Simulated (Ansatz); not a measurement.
# TiO2: the cost of one run

Method: DFT r2SCAN, scalar-relativistic, plane waves, PAW, in Ansatz 0.2.0.

**1. Starting point**

The structure is tetragonal, space group P4_2/mnm (No. 136). The conventional cell has a = 4.597 Å, b = 4.597 Å, c = 2.954 Å, α = 90.00°, β = 90.00°, γ = 90.00°. Around Ti (site symmetry mmm) lie 6 O at 1.95 to 1.98 Å. Around O (site symmetry m2m) lie 3 Ti at 1.95 to 1.98 Å.

Coordinates:

```
Ti O
1.0
    -2.95365    3.25040    3.25041
     2.95365   -3.25040    3.25041
     2.95365    3.25040   -3.25041
Ti O
4 8
Direct
  0.50000 0.75000 0.75000
  0.50000 0.25000 0.25000
  0.00000 0.00000 0.50000
  0.00000 0.50000 0.00000
  0.30461 0.30461 0.50000
  0.19539 0.25000 0.94539
  0.30461 0.80461 0.00000
  0.80461 0.25000 0.55461
  0.19539 0.75000 0.44539
  0.80461 0.75000 0.05461
  0.69539 0.19539 0.00000
  0.69539 0.69539 0.50000
```

It goes back to an entry of the Materials Project, which need not be the stable form.

This cell was relaxed beforehand with the same method: volume 10.40 Å³/atom, gap on the mesh 2.22 eV.

**2. Back to the database's cell**

The input, input.yaml:

```yaml
crystal:
  lattice:
    - [-2.97316, 3.287369, 3.287402]
    - [2.97316, -3.287369, 3.287402]
    - [2.97316, 3.287369, -3.287402]
  atoms:
    - { symbol: Ti, position: [0.504755, 0.754755, 0.75] }
    - { symbol: Ti, position: [0.495245, 0.245245, 0.25] }
    - { symbol: Ti, position: [0.0, 0.0, 0.5] }
    - { symbol: Ti, position: [0.0, 0.5, 0.0] }
    - { symbol: O, position: [0.304919, 0.30477, 0.499851] }
    - { symbol: O, position: [0.195484, 0.250383, 0.945101] }
    - { symbol: O, position: [0.304919, 0.805068, 0.000149] }
    - { symbol: O, position: [0.805282, 0.250383, 0.554899] }
    - { symbol: O, position: [0.194718, 0.749617, 0.445101] }
    - { symbol: O, position: [0.804516, 0.749617, 0.054899] }
    - { symbol: O, position: [0.695081, 0.194932, 0.999851] }
    - { symbol: O, position: [0.695081, 0.69523, 0.500149] }
basis:
  ecutwfc: 500
kpoints:
  mp_grid: { grid: [6, 6, 6] }
hamiltonian:
  xc: r2scan
scf:
  occupations: { method: gaussian, width: 0.02 }
output:
  forces: true
  stress: true
  eigenvalues: true
  populations: true
```

Run with:

```sh
> ansatz run input.yaml --threads 2 --pin off --max-ram 5120MiB --backend cpu --events-out ev --progress --plain --runs-dir out
```

**Question.** How long does this run take on 2 threads of Arm Neoverse V1, shared host, and how much memory does it need?

About 31 s, with a peak of 0.98 GiB.
